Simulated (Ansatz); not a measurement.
# Sc3B2Sb: properties of a relaxed candidate

The task, for Sc3B2Sb: compute bands, density of states and charges.

Program: Ansatz 0.2.0. Level of theory: DFT PBE, scalar-relativistic, plane waves, PAW. These are calculated values, not measurements.

1 further run of the same task is left out (set aside as unsound or not needed). Runs told in other sessions of the task aren't counted.

## 1. The system as given

Symmetry: P4/mmm, No. 123, tetragonal system. Conventional cell: a = 5.231 Å, b = 5.231 Å, c = 5.926 Å, α = 90.00°, β = 90.00°, γ = 90.00°. Sc (site symmetry mmm) has 2 Sb at 2.62 Å in its first shell of neighbours. Sc (site symmetry 4/mmm) is surrounded by 8 B at 3.78 Å and 8 Sc at 3.95 Å. Around B (site symmetry 4mm) lie 1 B at 1.53 Å and 1 Sb at 2.20 Å. Sb (site symmetry 4/mmm) is surrounded by 2 B at 2.20 Å.

As a file:

```cif
data_structure
_symmetry_space_group_name_H-M 'P4/mmm'
_symmetry_Int_Tables_number 123
_cell_length_a 5.2309
_cell_length_b 5.2309
_cell_length_c 5.9256
_cell_angle_alpha 90.000
_cell_angle_beta 90.000
_cell_angle_gamma 90.000
_cell_volume 162.14
loop_
_atom_site_label
_atom_site_type_symbol
_atom_site_symmetry_multiplicity
_atom_site_Wyckoff_symbol
_atom_site_fract_x
_atom_site_fract_y
_atom_site_fract_z
_atom_site_occupancy
Sc1 Sc 2 f 0.00000 0.50000 0.00000 1
Sc2 Sc 1 b 0.00000 0.00000 0.50000 1
B1 B 2 h 0.50000 0.50000 0.62909 1
Sb1 Sb 1 c 0.50000 0.50000 0.00000 1
```

The cell was relaxed beforehand at this level, from a generated guess; it is a trial structure. At a tolerance of 0.05 Å it has space group P4/mmm (No. 123); it has 27.02 Å³/atom, an uncorrected energy of +1.16 eV/atom over the elements.

## 2. Static run: bands, density of states and charges

input.yaml reads:

```yaml
crystal:
  lattice:
    - [5.2308647729, 0.0, 0.0]
    - [0.0, 5.2308647729, 0.0]
    - [0.0, 0.0, 5.9255857849]
  atoms:
    - { symbol: Sc, position: [0.0, 0.5, 0.0], spin: 0.29 }
    - { symbol: Sc, position: [0.5, 0.0, 0.0], spin: 0.29 }
    - { symbol: Sc, position: [0.0, 0.0, 0.5], spin: 0.98 }
    - { symbol: B, position: [0.5, 0.5, 0.6290949669] }
    - { symbol: B, position: [0.5, 0.5, 0.3709050331] }
    - { symbol: Sb, position: [0.5, 0.5, 0.0] }
basis:
  ecutwfc: 420
kpoints:
  mp_grid: { grid: [8, 8, 6] }
  band_path:
    path:
      - [[0.0, 0.0, 0.0], [0.0, 0.5, 0.0], [0.5, 0.5, 0.0], [0.0, 0.0, 0.0], [0.0, 0.0, 0.5], [0.0, 0.5, 0.5], [0.5, 0.5, 0.5], [0.0, 0.0, 0.5]]
      - [[0.0, 0.5, 0.0], [0.0, 0.5, 0.5]]
      - [[0.5, 0.5, 0.0], [0.5, 0.5, 0.5]]
    npoints: 14
hamiltonian:
  xc: pbe
scf:
  occupations: { method: gaussian, width: 0.1 }
  n_extra_bands: 15
output:
  forces: true
  stress: true
  eigenvalues: true
  populations: true
  dos: { projected: true, de: 0.02, nscf_kmesh: { grid: [10, 10, 8] } }
  bader: true
  write_density: true
  write_potential: true
  elf: true
  volumetric_format: npy
magnetization:
  spin_polarized: true
checkpoint:
  read: start.run
  write: ck
  compress: false
  write_wavefunctions: false
  write_every: 100000
```

The run is started by

```console
> ansatz run input.yaml --threads 1 --pin off --max-ram 2560MiB --backend cpu --events-out ev --progress --plain --runs-dir out
```

**Question.** What will these runs give? Wanted: gap; states at the Fermi level.

**Answer**, as computed:

| quantity | value |
| --- | --- |
| gap | none (metal) |
| states at the Fermi level | 4.44 per eV per cell |

What this shows: Bands cross the Fermi level: a metal at this level of theory. Of the projected weight within 0.25 eV of the Fermi level, the largest part is Sc 3d (77 %). Spin-orbit coupling is left out, which matters for the bands of Sb. Other magnetic orders were not searched.
